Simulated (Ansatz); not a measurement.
# TaN: the cost of one run

Computed with Ansatz 0.2.0 (DFT PBE, scalar-relativistic, plane waves, PAW, unless a step's input says otherwise).

### 1 The starting structure

The structure is cubic, space group Fm-3m (No. 225). The conventional cell has a = 4.358 Å, b = 4.358 Å, c = 4.358 Å, α = 90.00°, β = 90.00°, γ = 90.00°. Around Ta (site symmetry m-3m) lie 6 N at 2.18 Å. N (site symmetry m-3m) is surrounded by 6 Ta at 2.18 Å.

Coordinates:

```cif
data_structure
_symmetry_space_group_name_H-M 'P 1'
_symmetry_Int_Tables_number 1
_cell_length_a 9.2447
_cell_length_b 9.2447
_cell_length_c 9.2447
_cell_angle_alpha 60.000
_cell_angle_beta 60.000
_cell_angle_gamma 60.000
_cell_volume 558.68
loop_
_atom_site_label
_atom_site_type_symbol
_atom_site_fract_x
_atom_site_fract_y
_atom_site_fract_z
_atom_site_occupancy
Ta1 Ta 0.16667 0.16667 0.16667 1
Ta2 Ta 0.16667 0.16667 0.50000 1
Ta3 Ta 0.16667 0.16667 0.83333 1
Ta4 Ta 0.16667 0.50000 0.16667 1
Ta5 Ta 0.16667 0.50000 0.50000 1
Ta6 Ta 0.16667 0.50000 0.83333 1
Ta7 Ta 0.16667 0.83333 0.16667 1
Ta8 Ta 0.16667 0.83333 0.50000 1
Ta9 Ta 0.16667 0.83333 0.83333 1
Ta10 Ta 0.50000 0.16667 0.16667 1
Ta11 Ta 0.50000 0.16667 0.50000 1
Ta12 Ta 0.50000 0.16667 0.83333 1
Ta13 Ta 0.50000 0.50000 0.16667 1
Ta14 Ta 0.50000 0.50000 0.50000 1
Ta15 Ta 0.50000 0.50000 0.83333 1
Ta16 Ta 0.50000 0.83333 0.16667 1
Ta17 Ta 0.50000 0.83333 0.50000 1
Ta18 Ta 0.50000 0.83333 0.83333 1
Ta19 Ta 0.83333 0.16667 0.16667 1
Ta20 Ta 0.83333 0.16667 0.50000 1
Ta21 Ta 0.83333 0.16667 0.83333 1
Ta22 Ta 0.83333 0.50000 0.16667 1
Ta23 Ta 0.83333 0.50000 0.50000 1
Ta24 Ta 0.83333 0.50000 0.83333 1
Ta25 Ta 0.83333 0.83333 0.16667 1
Ta26 Ta 0.83333 0.83333 0.50000 1
Ta27 Ta 0.83333 0.83333 0.83333 1
N1 N 0.00000 0.00000 0.00000 1
N2 N 0.00000 0.00000 0.33333 1
N3 N 0.00000 0.00000 0.66667 1
N4 N 0.00000 0.33333 0.00000 1
N5 N 0.00000 0.33333 0.33333 1
N6 N 0.00000 0.33333 0.66667 1
N7 N 0.00000 0.66667 0.00000 1
N8 N 0.00000 0.66667 0.33333 1
N9 N 0.00000 0.66667 0.66667 1
N10 N 0.33333 0.00000 0.00000 1
N11 N 0.33333 0.00000 0.33333 1
N12 N 0.33333 0.00000 0.66667 1
N13 N 0.33333 0.33333 0.00000 1
N14 N 0.33333 0.33333 0.33333 1
N15 N 0.33333 0.33333 0.66667 1
N16 N 0.33333 0.66667 0.00000 1
N17 N 0.33333 0.66667 0.33333 1
N18 N 0.33333 0.66667 0.66667 1
N19 N 0.66667 0.00000 0.00000 1
N20 N 0.66667 0.00000 0.33333 1
N21 N 0.66667 0.00000 0.66667 1
N22 N 0.66667 0.33333 0.00000 1
N23 N 0.66667 0.33333 0.33333 1
N24 N 0.66667 0.33333 0.66667 1
N25 N 0.66667 0.66667 0.00000 1
N26 N 0.66667 0.66667 0.33333 1
N27 N 0.66667 0.66667 0.66667 1
```

The runs take a perfect supercell of 54 atoms; the defect goes to fractional position (0.417, 0.083, 0.083).

### 2 The perfect supercell

The input, input.yaml:

```yaml
crystal:
  lattice:
    - [0.0, 6.537, 6.537]
    - [6.537, 0.0, 6.537]
    - [6.537, 6.537, 0.0]
  atoms:
    - { symbol: Ta, position: [0.166667, 0.166667, 0.166667] }
    - { symbol: Ta, position: [0.166667, 0.166667, 0.5] }
    - { symbol: Ta, position: [0.166667, 0.166667, 0.833333] }
    - { symbol: Ta, position: [0.166667, 0.5, 0.166667] }
    - { symbol: Ta, position: [0.166667, 0.5, 0.5] }
    - { symbol: Ta, position: [0.166667, 0.5, 0.833333] }
    - { symbol: Ta, position: [0.166667, 0.833333, 0.166667] }
    - { symbol: Ta, position: [0.166667, 0.833333, 0.5] }
    - { symbol: Ta, position: [0.166667, 0.833333, 0.833333] }
    - { symbol: Ta, position: [0.5, 0.166667, 0.166667] }
    - { symbol: Ta, position: [0.5, 0.166667, 0.5] }
    - { symbol: Ta, position: [0.5, 0.166667, 0.833333] }
    - { symbol: Ta, position: [0.5, 0.5, 0.166667] }
    - { symbol: Ta, position: [0.5, 0.5, 0.5] }
    - { symbol: Ta, position: [0.5, 0.5, 0.833333] }
    - { symbol: Ta, position: [0.5, 0.833333, 0.166667] }
    - { symbol: Ta, position: [0.5, 0.833333, 0.5] }
    - { symbol: Ta, position: [0.5, 0.833333, 0.833333] }
    - { symbol: Ta, position: [0.833333, 0.166667, 0.166667] }
    - { symbol: Ta, position: [0.833333, 0.166667, 0.5] }
    - { symbol: Ta, position: [0.833333, 0.166667, 0.833333] }
    - { symbol: Ta, position: [0.833333, 0.5, 0.166667] }
    - { symbol: Ta, position: [0.833333, 0.5, 0.5] }
    - { symbol: Ta, position: [0.833333, 0.5, 0.833333] }
    - { symbol: Ta, position: [0.833333, 0.833333, 0.166667] }
    - { symbol: Ta, position: [0.833333, 0.833333, 0.5] }
    - { symbol: Ta, position: [0.833333, 0.833333, 0.833333] }
    - { symbol: "N", position: [0.0, 0.0, 0.0] }
    - { symbol: "N", position: [0.0, 0.0, 0.333333] }
    - { symbol: "N", position: [0.0, 0.0, 0.666667] }
    - { symbol: "N", position: [0.0, 0.333333, 0.0] }
    - { symbol: "N", position: [0.0, 0.333333, 0.333333] }
    - { symbol: "N", position: [0.0, 0.333333, 0.666667] }
    - { symbol: "N", position: [0.0, 0.666667, 0.0] }
    - { symbol: "N", position: [0.0, 0.666667, 0.333333] }
    - { symbol: "N", position: [0.0, 0.666667, 0.666667] }
    - { symbol: "N", position: [0.333333, 0.0, 0.0] }
    - { symbol: "N", position: [0.333333, 0.0, 0.333333] }
    - { symbol: "N", position: [0.333333, 0.0, 0.666667] }
    - { symbol: "N", position: [0.333333, 0.333333, 0.0] }
    - { symbol: "N", position: [0.333333, 0.333333, 0.333333] }
    - { symbol: "N", position: [0.333333, 0.333333, 0.666667] }
    - { symbol: "N", position: [0.333333, 0.666667, 0.0] }
    - { symbol: "N", position: [0.333333, 0.666667, 0.333333] }
    - { symbol: "N", position: [0.333333, 0.666667, 0.666667] }
    - { symbol: "N", position: [0.666667, 0.0, 0.0] }
    - { symbol: "N", position: [0.666667, 0.0, 0.333333] }
    - { symbol: "N", position: [0.666667, 0.0, 0.666667] }
    - { symbol: "N", position: [0.666667, 0.333333, 0.0] }
    - { symbol: "N", position: [0.666667, 0.333333, 0.333333] }
    - { symbol: "N", position: [0.666667, 0.333333, 0.666667] }
    - { symbol: "N", position: [0.666667, 0.666667, 0.0] }
    - { symbol: "N", position: [0.666667, 0.666667, 0.333333] }
    - { symbol: "N", position: [0.666667, 0.666667, 0.666667] }
basis:
  ecutwfc: 420
  fft_grid_basis: typed
kpoints:
  mp_grid: { grid: [2, 2, 2] }
hamiltonian:
  xc: pbe
  pseudopotentials: { kind: paw }
scf:
  occupations: { method: gaussian, width: 0.05 }
output:
  forces: true
  stress: false
  eigenvalues: true
  bader: false
  write_density: true
  volumetric_format: npy
```

On the command line:

```bash
> ansatz run input.yaml --threads 8 --pin off --max-ram 16384MiB --backend cpu --events-out ev --progress --plain --runs-dir out
```

**Question.** How long does this run take on 8 threads of Arm Neoverse N1, shared host, and how much memory does it need?

About 7.1 s, with a peak of 2.5 GiB.
